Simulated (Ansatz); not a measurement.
Debugging a geometry optimisation of C₂H₉ClGeSi, SMILES [SiH3][CH2][GeH2][CH2]Cl (Ansatz 0.2.0 through its Python package).

`c2h9clgesi_opt.py`
```python
# -*- coding: utf-8 -*-
"""Geometry optimisation of C2H9ClGeSi."""

import ansatz as az
import numpy as np

BASIS = "def2-SVP"
FUNCTIONAL = "hf"
MESH = (2, 2, 2)

geometry_ang = [
    ("Si", [-2.3449, -0.3461, 0.0188]),
    ("C", [-0.5459, -0.7839, -0.2136]),
    ("Ge", [0.5521, 0.7816, 0.1388]),
    ("C", [2.4261, 0.3306, -0.1163]),
    ("Cl", [2.8989, -0.9265, 1.0489]),
    ("H", [-2.7116, 0.7298, -0.914]),
    ("H", [-2.5643, 0.1054, 1.4009]),
    ("H", [-3.1736, -1.5308, -0.2479]),
    ("H", [-0.2694, -1.5957, 0.4899]),
    ("H", [-0.3793, -1.1245, -1.2561]),
    ("H", [0.3273, 1.2546, 1.5975]),
    ("H", [0.1587, 1.9155, -0.8417]),
    ("H", [2.5778, -0.0452, -1.1489]),
    ("H", [3.0479, 1.2351, 0.0437]),
]
system = az.Crystal.molecule()
for symbol, xyz in geometry_ang:
    system = system.atom(symbol, xyz)

calculation = (
    system.calculation()
    .basis(gaussian=BASIS)
    .functional(FUNCTIONAL)
    .kpoints(*MESH)
)
symbols = [site.symbol for site in system.cartesian_sites]
start = np.array([site.position_ang for site in system.cartesian_sites], dtype=float)
def progress(event):
    if event["event"] == "relax_step":
        row = event["data"]
        print(f"step {row['step']:3d}  E = {row['lagrangian_ev']:.6f} eV  max force {row['allowed_force_max_ev_ang']:.4f} eV/A")


r = calculation.relax(force_tolerance=0.01, max_steps=30).session().plan().execute(on_event=progress).report
end = np.array(r["positions_ang"])

for key in ("converged", "free_energy_ev", "reference_energy_ev", "n_frozen", "n_occupied", "n_virtual"):
    print(f"{key:22s} {r[key]}")

print("bond        before    after (A)")
for i, j in [(0, 1), (0, 5), (0, 6), (0, 7), (1, 2), (1, 8), (1, 9), (2, 3), (2, 10), (2, 11), (3, 4), (3, 12), (3, 13)]:
    d0, d1 = (np.linalg.norm(xyz[i] - xyz[j]) for xyz in (start, end))
    print(f"{symbols[i]}{i}-{symbols[j]}{j}".ljust(10), f"{d0:8.4f} {d1:8.4f}")
with open("c2h9clgesi_opt.xyz", "w") as handle:
    handle.write(f"{len(symbols)}\nrelaxed C2H9ClGeSi\n")
    handle.writelines(f"{s:2s} {x:11.6f} {y:11.6f} {z:11.6f}\n" for s, (x, y, z) in zip(symbols, end))
```

```console
$ python c2h9clgesi_opt.py
Traceback (most recent call last):
  File "c2h9clgesi_opt.py", line 45, in <module>
    r = calculation.relax(force_tolerance=0.01, max_steps=30).session().plan().execute(on_event=progress).report
        ~~~~~~~~~~~~~~~~~~~~~~~~~~~~~~~~~~~~~~~~~~~~~~~~~~~~~~~~~~~~~^^
  ...
ansatz.RefusalError: invalid value for `basis.gaussian`: such a run doesn't read kpoints; remove what it names
$ echo $?
1
```
(Library frames cut from the traceback.)

Find the fault and give the corrected script.

The fault: a molecule in a Gaussian basis takes no k-points. The cap on steps that the faulty run carried goes too. Mended:

Script `c2h9clgesi_opt.py`:
```python
# -*- coding: utf-8 -*-
"""Geometry optimisation of C2H9ClGeSi."""

import ansatz as az
import numpy as np

BASIS = "def2-SVP"
FUNCTIONAL = "hf"

geometry_ang = [
    ("Si", [-2.3449, -0.3461, 0.0188]),
    ("C", [-0.5459, -0.7839, -0.2136]),
    ("Ge", [0.5521, 0.7816, 0.1388]),
    ("C", [2.4261, 0.3306, -0.1163]),
    ("Cl", [2.8989, -0.9265, 1.0489]),
    ("H", [-2.7116, 0.7298, -0.914]),
    ("H", [-2.5643, 0.1054, 1.4009]),
    ("H", [-3.1736, -1.5308, -0.2479]),
    ("H", [-0.2694, -1.5957, 0.4899]),
    ("H", [-0.3793, -1.1245, -1.2561]),
    ("H", [0.3273, 1.2546, 1.5975]),
    ("H", [0.1587, 1.9155, -0.8417]),
    ("H", [2.5778, -0.0452, -1.1489]),
    ("H", [3.0479, 1.2351, 0.0437]),
]
system = az.Crystal.molecule()
for symbol, xyz in geometry_ang:
    system = system.atom(symbol, xyz)

calculation = (
    system.calculation()
    .basis(gaussian=BASIS)
    .functional(FUNCTIONAL)
)
symbols = [site.symbol for site in system.cartesian_sites]
start = np.array([site.position_ang for site in system.cartesian_sites], dtype=float)
def progress(event):
    if event["event"] == "relax_step":
        row = event["data"]
        print(f"step {row['step']:3d}  E = {row['lagrangian_ev']:.6f} eV  max force {row['allowed_force_max_ev_ang']:.4f} eV/A")


r = calculation.relax(force_tolerance=0.01).session().plan().execute(on_event=progress).report
end = np.array(r["positions_ang"])

for key in ("converged", "free_energy_ev", "reference_energy_ev", "n_frozen", "n_occupied", "n_virtual"):
    print(f"{key:22s} {r[key]}")

print("bond        before    after (A)")
for i, j in [(0, 1), (0, 5), (0, 6), (0, 7), (1, 2), (1, 8), (1, 9), (2, 3), (2, 10), (2, 11), (3, 4), (3, 12), (3, 13)]:
    d0, d1 = (np.linalg.norm(xyz[i] - xyz[j]) for xyz in (start, end))
    print(f"{symbols[i]}{i}-{symbols[j]}{j}".ljust(10), f"{d0:8.4f} {d1:8.4f}")
with open("c2h9clgesi_opt.xyz", "w") as handle:
    handle.write(f"{len(symbols)}\nrelaxed C2H9ClGeSi\n")
    handle.writelines(f"{s:2s} {x:11.6f} {y:11.6f} {z:11.6f}\n" for s, (x, y, z) in zip(symbols, end))
```

After the fix:

```console
$ python c2h9clgesi_opt.py
step   1  E = -79027.564413 eV  max force 0.8152 eV/A
step   2  E = -79027.660576 eV  max force 0.4974 eV/A
step   3  E = -79027.690651 eV  max force 0.2144 eV/A
step   4  E = -79027.696332 eV  max force 0.0622 eV/A
step   5  E = -79027.698645 eV  max force 0.0940 eV/A
step   6  E = -79027.698806 eV  max force 0.1421 eV/A
step   7  E = -79027.700176 eV  max force 0.0080 eV/A
step   8  E = -79027.700365 eV  max force 0.0172 eV/A
step   9  E = -79027.700542 eV  max force 0.0140 eV/A
step  10  E = -79027.700703 eV  max force 0.0266 eV/A
step  11  E = -79027.700778 eV  max force 0.0124 eV/A
step  12  E = -79027.700821 eV  max force 0.0085 eV/A
converged              True
free_energy_ev         -79027.70082140001
reference_energy_ev    -79027.70082140001
n_frozen               0
n_occupied             [42, 42]
n_virtual              [99, 99]
bond        before    after (A)
Si0-C1       1.8660   1.8867
Si0-H5       1.4704   1.4851
Si0-H6       1.4704   1.4840
Si0-H7       1.4702   1.4834
C1-Ge2       1.9444   1.9618
C1-H8        1.1092   1.0938
C1-H9        1.1093   1.0946
Ge2-C3       1.9443   1.9767
Ge2-H10      1.5499   1.5340
Ge2-H11      1.5498   1.5394
C3-Cl4       1.7781   1.8026
C3-H12       1.1093   1.0874
C3-H13       1.1092   1.0871
```

`c2h9clgesi_opt.xyz`, as written:
```text
14
relaxed C2H9ClGeSi
Si   -2.430065   -0.428590    0.063803
C    -0.585538   -0.661209   -0.257760
Ge    0.590928    0.872676    0.076858
C     2.477091    0.302543   -0.080508
Cl    2.850922   -0.996460    1.112019
H    -2.969956    0.668230   -0.779437
H    -2.669432   -0.081993    1.486719
H    -3.174933   -1.671884   -0.252012
H    -0.223371   -1.486335    0.362298
H    -0.448867   -0.966833   -1.299883
H     0.375342    1.444057    1.484012
H     0.350263    1.980843   -0.964189
H     2.694905   -0.098319   -1.067566
H     3.162512    1.123173    0.115647
```

Total energies depend on the basis set; only differences at equal settings carry meaning. The end point is the stationary point reached from this start; no frequency run checks that it is a minimum, and the basis set is modest. Run time: 57 s on 1 thread of Intel(R) Xeon(R) 6975P-C (Granite Rapids) (shared host), peak memory 0.45 GiB.

(A comment or docstring line of the script was reworded after the run, the code is as it ran; lines on the test bed's own set-up are left out of the output.)
